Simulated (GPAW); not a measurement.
# HfB (Fm-3m) in GPAW: single point with PBE+U

Aim: the single point of HfB with PBE+U.

All numbers are computed with GPAW 26.7.0; they aren't measurements. Logs are shortened: lines on timing, memory, paths and dates and some standing lists are left out, and cuts for length are marked. The log counts tension as positive stress, the text compression.

### Step 1. Starting point

Symmetry: Fm-3m, No. 225, cubic system. The conventional cell has a = 4.620 Å, b = 4.620 Å, c = 4.620 Å, α = 90.00°, β = 90.00°, γ = 90.00°. Hf (site symmetry m-3m) is surrounded by 6 B at 2.31 Å. B (site symmetry m-3m) has 6 Hf at 2.31 Å as nearest neighbours.

### Step 2. Single point, PBE+U

Contents of run.py:

```python
from ase.dft.bandgap import bandgap
from ase.io import read, write
from ase.units import GPa
from gpaw import GPAW, PW

atoms = read('HfB.xyz')

calc = GPAW(mode=PW(600),
            xc='PBE',
            kpts={'size': (8, 8, 8), 'gamma': True},
            occupations={'name': 'fermi-dirac', 'width': 0.05},
            setups={'Hf': ':d,5.0'},
            nbands=17,
            convergence={'density': 1e-05, 'energy': 1e-05},
            maxiter=80,
            txt='gpaw.txt')
atoms.calc = calc
energy = atoms.get_potential_energy()
forces = atoms.get_forces()
stress = atoms.get_stress()
calc.write('gs.gpw')
write('result.traj', atoms)
print(f'Energy: {energy:.6f} eV')
print('Forces (eV/A):')
print(forces.round(4))
print('Stress (GPa):', (stress / GPa).round(3))
print('Fermi level:', round(calc.get_fermi_level(), 4), 'eV')
print(f'Gap: {bandgap(calc)[0]:.4f} eV, direct: {bandgap(calc, direct=True)[0]:.4f} eV')
```

Contents of HfB.xyz:

```xyz
2
Lattice="0.0000000000 2.3100000000 2.3100000000 2.3100000000 0.0000000000 2.3100000000 2.3100000000 2.3100000000 0.0000000000" Properties=species:S:1:pos:R:3 pbc="T T T"
Hf     2.3100000000      2.3100000000      2.3100000000
B      0.0000000000      0.0000000000      0.0000000000
```

Potentials or basis: GPAW PAW data sets (gpaw-data 1.2.1), pw.

Launch:

```bash
$ OMP_NUM_THREADS=1 python run.py
```

gpaw.txt:

```text
__  _  _
 | _ |_)|_||  |
 |__||  | ||/\| - 26.7.0

Input parameters:
  mode=PW(ecut=600.0),
  convergence={'density': 1e-05, 'energy': 1e-05},
  kpts=MonkhorstPack(size=(8, 8, 8), gamma=True),
  maxiter=80,
  nbands=17,
  occupations=Occupations(name='fermi-dirac', width=0.05),
  setups={'Hf': ':d,5.0'},
  xc=XC(name='PBE')

Diagonalizing LCAO Hamiltonian
Converting LCAO to pw mode

               Hf

       B

Atoms  # Å, Bohr magnetons
|   | symbol |        x |        y |        z |    initial magnetic moments |
|---|--------|----------|----------|----------|-----------------------------|
| 0 |     Hf | 2.310000 | 2.310000 | 2.310000 | ( 0.0000,  0.0000,  0.0000) |
| 1 |      B | 0.000000 | 0.000000 | 0.000000 | ( 0.0000,  0.0000,  0.0000) |

Unit cell  # Å
| periodic |        x |        y |        z |  lengths |    angles |
|----------|----------|----------|----------|----------|-----------|
|      yes | 0.000000 | 2.310000 | 2.310000 | 3.266833 | 60.000000 |
|      yes | 2.310000 | 0.000000 | 2.310000 | 3.266833 | 60.000000 |
|      yes | 2.310000 | 2.310000 | 0.000000 | 3.266833 | 60.000000 |

Number of symmetries: 48
Symmetry operations  # r_c * U_cc + t_c -> r_c
|    | kind |            matrix            |
|----|------|------------------------------|
|  0 |  σ   |  1, 0, 0,  1, 0,-1,  1,-1, 0 |
|  1 |  C2  |  1, 0, 0,  1,-1, 0,  1, 0,-1 |
|  2 |  E   |  1, 0, 0,  0, 1, 0,  0, 0, 1 |
|  3 |  σ   |  1, 0, 0,  0, 0, 1,  0, 1, 0 |
|  4 |  C4  |  1, 0,-1,  1, 0, 0,  1,-1, 0 |
|  5 |  S6  |  1, 0,-1,  1,-1, 0,  1, 0, 0 |
|  6 |  σ   |  1, 0,-1,  0, 1,-1,  0, 0,-1 |
|  7 |  C3  |  1, 0,-1,  0, 0,-1,  0, 1,-1 |
|  8 |  S6  |  1,-1, 0,  1, 0, 0,  1, 0,-1 |
|  9 |  C4  |  1,-1, 0,  1, 0,-1,  1, 0, 0 |
| 10 |  C3  |  1,-1, 0,  0,-1, 1,  0,-1, 0 |
| 11 |  σ   |  1,-1, 0,  0,-1, 0,  0,-1, 1 |
| 12 |  σ   |  0, 1, 0,  1, 0, 0,  0, 0, 1 |
| 13 |  C4  |  0, 1, 0,  0, 1,-1, -1, 1, 0 |
| 14 |  C3  |  0, 1, 0,  0, 0, 1,  1, 0, 0 |
| 15 |  S6  |  0, 1, 0, -1, 1, 0,  0, 1,-1 |
| 16 |  C2  |  0, 1,-1,  1, 0,-1,  0, 0,-1 |
| 17 |  σ   |  0, 1,-1,  0, 1, 0, -1, 1, 0 |
| 18 |  S4  |  0, 1,-1,  0, 0,-1,  1, 0,-1 |
| 19 |  C4  |  0, 1,-1, -1, 1, 0,  0, 1, 0 |
| 20 |  C3  |  0, 0, 1,  1, 0, 0,  0, 1, 0 |
| 21 |  σ   |  0, 0, 1,  0, 1, 0,  1, 0, 0 |
| 22 |  S6  |  0, 0, 1,  0,-1, 1, -1, 0, 1 |
| 23 |  C4  |  0, 0, 1, -1, 0, 1,  0,-1, 1 |
| 24 |  S4  |  0, 0,-1,  1, 0,-1,  0, 1,-1 |
| 25 |  C3  |  0, 0,-1,  0, 1,-1,  1, 0,-1 |
| 26 |  C2  |  0, 0,-1,  0,-1, 0, -1, 0, 0 |
| 27 |  S6  |  0, 0,-1, -1, 0, 0,  0,-1, 0 |
| 28 |  S4  |  0,-1, 1,  1,-1, 0,  0,-1, 0 |
| 29 |  C4  |  0,-1, 1,  0, 0, 1, -1, 0, 1 |
| 30 |  C2  |  0,-1, 1,  0,-1, 0,  1,-1, 0 |
| 31 |  σ   |  0,-1, 1, -1, 0, 1,  0, 0, 1 |
| 32 |  C3  |  0,-1, 0,  1,-1, 0,  0,-1, 1 |
| 33 |  S6  |  0,-1, 0,  0, 0,-1, -1, 0, 0 |
| 34 |  S4  |  0,-1, 0,  0,-1, 1,  1,-1, 0 |
| 35 |  C2  |  0,-1, 0, -1, 0, 0,  0, 0,-1 |
| 36 |  C2  | -1, 1, 0,  0, 1, 0,  0, 1,-1 |
| 37 |  S6  | -1, 1, 0,  0, 1,-1,  0, 1, 0 |
| 38 |  S4  | -1, 1, 0, -1, 0, 1, -1, 0, 0 |
| 39 |  C3  | -1, 1, 0, -1, 0, 0, -1, 0, 1 |
| 40 |  S6  | -1, 0, 1,  0, 0, 1,  0,-1, 1 |
| 41 |  C2  | -1, 0, 1,  0,-1, 1,  0, 0, 1 |
| 42 |  C3  | -1, 0, 1, -1, 1, 0, -1, 0, 0 |
| 43 |  S4  | -1, 0, 1, -1, 0, 0, -1, 1, 0 |
| 44 |  C2  | -1, 0, 0,  0, 0,-1,  0,-1, 0 |
| 45 |  i   | -1, 0, 0,  0,-1, 0,  0, 0,-1 |
| 46 |  σ   | -1, 0, 0, -1, 1, 0, -1, 0, 1 |
| 47 |  C2  | -1, 0, 0, -1, 0, 1, -1, 1, 0 |

BZ-sampling:
  Number of BZ points: 512
  Number of IBZ points: 29

  Monkhorst-Pack size: [8, 8, 8]
  Monkhorst-Pack shift: [0.0625, 0.0625, 0.0625]

K-points  # in reciprocal-cell coordinates
|     |                                coordinates |     weight |
|-----|--------------------------------------------|------------|
|   0 | (  0.00000000,   0.00000000,   0.00000000) | 0.00195312 |
|   1 | (  0.12500000,   0.12500000,   0.00000000) | 0.01171875 |
|   2 | (  0.12500000,   0.12500000,   0.12500000) | 0.01562500 |
|   3 | (  0.25000000,   0.12500000,   0.12500000) | 0.02343750 |
|   4 | (  0.25000000,   0.25000000,   0.00000000) | 0.01171875 |
|   5 | (  0.25000000,   0.25000000,   0.12500000) | 0.04687500 |
|   6 | (  0.25000000,   0.25000000,   0.25000000) | 0.01562500 |
|   7 | (  0.37500000,   0.25000000,  -0.37500000) | 0.04687500 |
|   8 | (  0.37500000,   0.25000000,   0.12500000) | 0.04687500 |
|   9 | (  0.37500000,   0.25000000,   0.25000000) | 0.04687500 |
| ... |                                            |            |
|  28 | (  0.50000000,   0.50000000,   0.50000000) | 0.00781250 |

Plane wave coefficients: 869
Cutoff: 600.0 eV

Spin-components: 1 (collinear spins)
Bands:           17
Projectors:      11
Spin-degeneracy: 2
Datatype:        complex128

Density:
  Valence electrons: 15.0
  Components: 1
  Grid points: [20 20 20]
  Charge: 0.0  # |e|

Potential:
  Grid points: [20 20 20]

species:
  Hf:
    name:    Hafnium
    Z:       72.0
    valence: 12
    core:    60
    charge:  0.0  # [|e|]
    Hubbard: {U: 5.0,  # eV
              l: 2,
              scale: True}
    compensation charges:
      type: gauss
      rc: 0.41  # [Å]
      lmax: 2
    cutoffs:
      filter: 2.36  # [Å]
      core: 4.02  # [Å]
    projectors
    | kind |    occ | energy [eV] | rcut [Å] |
    |------|--------|-------------|----------|
    |   5s |  2.000 |     -66.831 |    1.397 |
    |   6s |  2.000 |      -5.097 |    1.397 |
    |   5p |  6.000 |     -35.599 |    1.307 |
    |   6p |  0.000 |      -1.401 |    1.307 |
    |   5d |  2.000 |      -2.699 |    1.334 |
    |    d |        |      24.513 |    1.334 |

    Using partial waves for Hf as LCAO basis

  B:
    name:    Boron
    Z:       5.0
    valence: 3
    core:    2
    charge:  0.0  # [|e|]
    compensation charges:
      type: gauss
      rc: 0.20  # [Å]
      lmax: 2
    cutoffs:
      filter: 1.14  # [Å]
      core: 1.38  # [Å]
    projectors
    | kind |    occ | energy [eV] | rcut [Å] |
    |------|--------|-------------|----------|
    |   2s |  2.000 |      -9.443 |    0.635 |
    |   2p |  1.000 |      -3.606 |    0.635 |
    |    s |        |      17.768 |    0.635 |
    |    p |        |      23.605 |    0.635 |
    |    d |        |       0.000 |    0.635 |

    Using partial waves for B as LCAO basis

Reference energy: -410555.604843  # eV

eigensolver:
  PPCG
  Converge bands: occupied
  niter=2

density mixing:
  MSR1-Mixer
  Pratt-step length: 0.05
  Maximum mixing coefficient: 0.75
  Old densities: 10
  SVD Regularization: 0.005
  Good broyden scale: 1.0
  Trust region scale: 1.0
  Backstep threshold: 4.0
  History deletion threshold: 6.0
  Fourier metric: weight=20.0, sigma=0.015

occupation numbers:
  Fermi-Dirac:
    width: 0.0500  # eV

poisson solver:
  ecut: 4800.0  # eV

xc functional:
  name: PBE with 2 nearest neighbor stencil

convergence criteria:
- Maximum integral of absolute [dens]ity change: 1e-05 electrons / valence electron
- Maximum [total energy] change in last 3 cyles: 1e-05 eV / valence electron
- Maximum integral of absolute [eigenst]ate change: 4e-08 eV^2 / valence electron
maximum number of iterations: 80

SCF iterations
|iter     | |      energy | eigst |  dens |
|---------|-|-------------|-------|-------|
|iter:   1| |  -11.695599 | -0.29 |       |
|iter:   2| |  -11.341499 | -2.50 | -0.85 |
|iter:   3| |  -10.159657 | -1.41 | -0.90 |
|iter:   4| |  -10.225271 | -3.14 | -1.69 |
|iter:   5| |  -10.265320 | -3.03 | -1.97 |
|iter:   6| |  -10.267987 | -4.12 | -2.61 |
|iter:   7| |  -10.268478 | -5.01 | -3.11 |
|iter:   8| |  -10.268480 | -6.23 | -3.85 |
|iter:   9| |  -10.268480c| -7.98c| -4.62 |
|iter:  10| |  -10.268480c| -7.82c| -5.14c|

Converged in 10 steps
Energy contributions relative to reference atoms: (reference = -410555.604843)

Energy contributions:
  Kinetic:          39.238080
  Coulomb:         -34.763235
  Zero:             -0.387256
  External:          0.000000
  Xc:              -14.350007
  Entropy:          -0.012123
  Spinorbit:         0.000000
  ----------------------------
  Free energy:     -10.274541
  Extrapolated:    -10.268480

dipole moment: (-7.103140, -7.103140, -7.103140)  # |e|*Ang

Fermi level: 11.120
Eigenvalues  # (at kpt = [0.000, 0.000, 0.000])
| band index |      eig [eV] | occ [0-2] |
|------------|---------------|-----------|
|          0 |       -49.734 |     2.000 |
|          1 |       -18.395 |     2.000 |
|          2 |       -18.395 |     2.000 |
|          3 |       -18.395 |     2.000 |
|          4 |         1.044 |     2.000 |
|          5 |        14.349 |     0.000 |
|          6 |        14.349 |     0.000 |
|          7 |        14.349 |     0.000 |
|          8 |        14.814 |     0.000 |
|          9 |        14.814 |     0.000 |
|         10 |        14.814 |     0.000 |
|         11 |        15.350 |     0.000 |
|         12 |        15.350 |     0.000 |
|        ... |               |           |
|         16 |        37.121 |     0.000 |

No gap
No difference between direct/indirect transitions

Forces  # eV/Ang
|       x |        y |        z |
|---------|----------|----------|
| 0.00000 |  0.00000 | -0.00000 |  # Hf   0
| 0.00000 | -0.00000 |  0.00000 |  # B    1

Stress tensor  # eV/Ang^3
|         x |         y |         z |
|-----------|-----------|-----------|
| -0.321133 |  0.000000 | -0.000000 |
|  0.000000 | -0.321133 | -0.000000 |
| -0.000000 | -0.000000 | -0.321133 |

# Writing to gs.gpw (mode='')
```

Wall time 7.5 s (1 thread of Arm Neoverse V2, shared host); peak memory 0.14 GiB.

Results:

```yaml
Free_energy: -10.2745 eV
Pressure: 51.5 GPa
Band_gap_on_the_k_mesh: none (metal or under the smearing width)
```

Levels at points of the mesh, in eV from the Fermi level:
```tsv
k point	band 6	band 7	band 8	band 9	band 10	band 11
(0.00, 0.00, 0.00)	3.23	3.23	3.23	3.69	3.69	3.69
(0.50, 0.50, 0.00)	-1.50	-0.46	1.97	1.97	6.31	8.90
(0.50, 0.50, 0.50)	-4.52	-1.38	-1.38	7.89	7.89	7.93
```

Caveat: the cutoff is short for stress and forces, so pressures can be off by a GPa or more; a pressure of tens of GPa on the cell as given is suspect, and the run, the potentials or the cell itself is likely at fault; U without spin polarisation on a metal has little footing; the U is typed as a test and isn't derived for this compound. Spin-orbit coupling is left out, which matters for the levels of Hf.
